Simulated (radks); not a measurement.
# Cr²⁺ in [Ar] 3d4: an all-electron calculation

One table from this session's results is given with a row withheld; the runs are named, their logs left out.

Method: non-relativistic Kohn-Sham, TPSS, spin-unpolarised, spherical densities, point nucleus. Code: radks (a radial shooting solver on a logarithmic mesh, Libxc functionals) version 1.

## Starting point

| Item | Value |
| --- | --- |
| element | chromium (Z = 24) |
| charge | +2 |
| electrons | 22 |
| configuration | [Ar] 3d4 |

The outer shells:

Cr²⁺
```
[Ar] core
3d [↑ ][↑ ][↑ ][↑ ][  ]
```

Set-up of the first run:

The run's settings:

```text
Z 24
configuration [Ar] 3d4
relativity non-relativistic
functional tpss,tpss
spin unpolarised
nucleus point
```

Started as:

```
$ python run_ks.py task.json out
```

The same process makes all the runs of this session.

One of the session's tables, all rows but one given; the rest of the session is left out.

It belongs to the step «Orbitals and density». From the orbitals of this run (lengths in bohr):

```
level      <r>  outermost maximum (interpolated)  90 % within  nodes
   1s  0.06414                            0.0422        0.114      0
   2s   0.2956                             0.246        0.458      1
   2p        ?                                 ?            ?      ?
   3s   0.9054                             0.782         1.36      2
   3p   0.9592                             0.798         1.48      1
   3d    1.220                             0.812         2.09      0
```

Estimate the missing values for 2p.

The run gave: <r>: 0.2609; outermost maximum (interpolated): 0.199; 90 % within: 0.428; nodes: 0. In the column «<r>» it lies between 1s (0.06414) and 2s (0.2956).

Limits of these values: Spin polarisation and multiplet splitting are left out.
